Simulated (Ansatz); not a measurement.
# H7O3ScSi2: the cost of one run

Method: the settings change from run to run; program: Ansatz 0.2.0, Gaussian basis.

## (1) The molecule

The geometry comes from an earlier relaxation with PBE0-D4 in a triple-zeta def2 set; it is a stationary point, not always the lowest conformer.

SMILES `[OH][Sc]([O][SiH3])[O][SiH3]`, 13 atoms, charge 0, spin multiplicity 1.

Atoms are counted from 1 here; the program's logs count them from 0.

Bond lengths: O1–Sc2 1.858 Å, O1–H7 0.952 Å, Sc2–O3 1.895 Å, Sc2–O5 1.895 Å, O3–Si4 1.627 Å, Si4–H8 1.489 Å, Si4–H9 1.490 Å, Si4–H10 1.490 Å, O5–Si6 1.627 Å, Si6–H11 1.490 Å, Si6–H12 1.489 Å, Si6–H13 1.490 Å. Angles: Sc2–O1–H7 179.0°, O1–Sc2–O3 120.8°, O1–Sc2–O5 120.7°, O3–Sc2–O5 118.5°, Sc2–O3–Si4 179.6°, O3–Si4–H8 110.6°, O3–Si4–H9 110.8°, O3–Si4–H10 110.4°, H8–Si4–H9 108.3°, H8–Si4–H10 108.3°, H9–Si4–H10 108.3°, Sc2–O5–Si6 179.3°, O5–Si6–H11 110.5°, O5–Si6–H12 110.8°, O5–Si6–H13 110.6°, H11–Si6–H12 108.3°, H11–Si6–H13 108.4°, H12–Si6–H13 108.2°.

## (2) B97/def2-mTZVPP

Contents of in.yaml:

```yaml
crystal:
  periodic: [false, false, false]
  atoms:
    - {symbol: O, position_ang: [-0.239131, 2.580864, -1.233992]}
    - {symbol: Sc, position_ang: [-0.088238, 0.911954, -0.430611]}
    - {symbol: O, position_ang: [-1.505568, -0.341829, -0.526361]}
    - {symbol: Si, position_ang: [-2.723005, -1.417433, -0.619890]}
    - {symbol: O, position_ang: [1.489687, 0.425092, 0.498799]}
    - {symbol: Si, position_ang: [2.854304, 0.023132, 1.288706]}
    - {symbol: H, position_ang: [-0.330786, 3.431564, -1.651963]}
    - {symbol: H, position_ang: [-2.939664, -2.080157, 0.696156]}
    - {symbol: H, position_ang: [-3.991700, -0.747334, -1.020071]}
    - {symbol: H, position_ang: [-2.410691, -2.468269, -1.628319]}
    - {symbol: H, position_ang: [3.989883, -0.107146, 0.333486]}
    - {symbol: H, position_ang: [2.691426, -1.275403, 1.999564]}
    - {symbol: H, position_ang: [3.203462, 1.064964, 2.294497]}
basis:
  gaussian: {orbitals: def2-mTZVPP}
hamiltonian: {xc: {name: B97}}
output: {forces: true}
```

Command:

```
$ ansatz run in.yaml --threads 8 --pin off --events-out ev --progress --plain --max-ram 20889MiB
```

What time and memory should one allow on 8 threads of Intel Xeon at 2.50GHz, shared host?

About 11 s, with a peak of 0.73 GiB.
